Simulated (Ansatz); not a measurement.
# F3PSi: the cost of one run

Computed with Ansatz 0.2.0 (DFT B3LYP, Gaussian basis aug-cc-pV(T+d)Z, unless a step's input says otherwise).

## Step 1: Starting point

Bond lengths: Si1–P2 2.082 Å, Si1–F3 1.564 Å, Si1–F4 1.594 Å, P2–F5 1.613 Å. Angles: Si1–P2–F5 99.4°, P2–Si1–F3 126.4°, P2–Si1–F4 123.4°, F3–Si1–F4 110.2°.

Coordinates:

```xyz
5

Si    0.0162   -0.0061   -0.0053
P    -0.0107    0.0087    2.0770
F     1.2874   -0.0076   -0.9168
F    -1.3025    0.0146   -0.9006
F     1.5768   -0.0038    2.3613
```

## Step 2: Relaxing the atoms: F3PSi

Contents of input.yaml:

```yaml
relax:
  f_tol: 0.0002
  max_steps: 200
crystal:
  periodic: [false, false, false]
  atoms:
    - { symbol: Si, position_ang: [0.016243, -0.006118, -0.005282] }
    - { symbol: P, position_ang: [-0.01073, 0.008654, 2.076985] }
    - { symbol: F, position_ang: [1.287448, -0.007612, -0.91681] }
    - { symbol: F, position_ang: [-1.302494, 0.014621, -0.900601] }
    - { symbol: F, position_ang: [1.576776, -0.003841, 2.361338] }
basis:
  gaussian: { orbitals: "aug-cc-pV(T+d)Z.json" }
hamiltonian:
  xc: { name: B3LYP }
accuracy: high
```

Run with:

```sh
$ ansatz run input.yaml --threads 8 --pin off --max-ram 12288MiB --backend cpu --events-out ev --progress --plain --runs-dir out
```

**Question.** How long does this run take on 8 threads of Arm Neoverse N1, shared host, and how much memory does it need?

About 3 min, with a peak of 1.9 GiB.
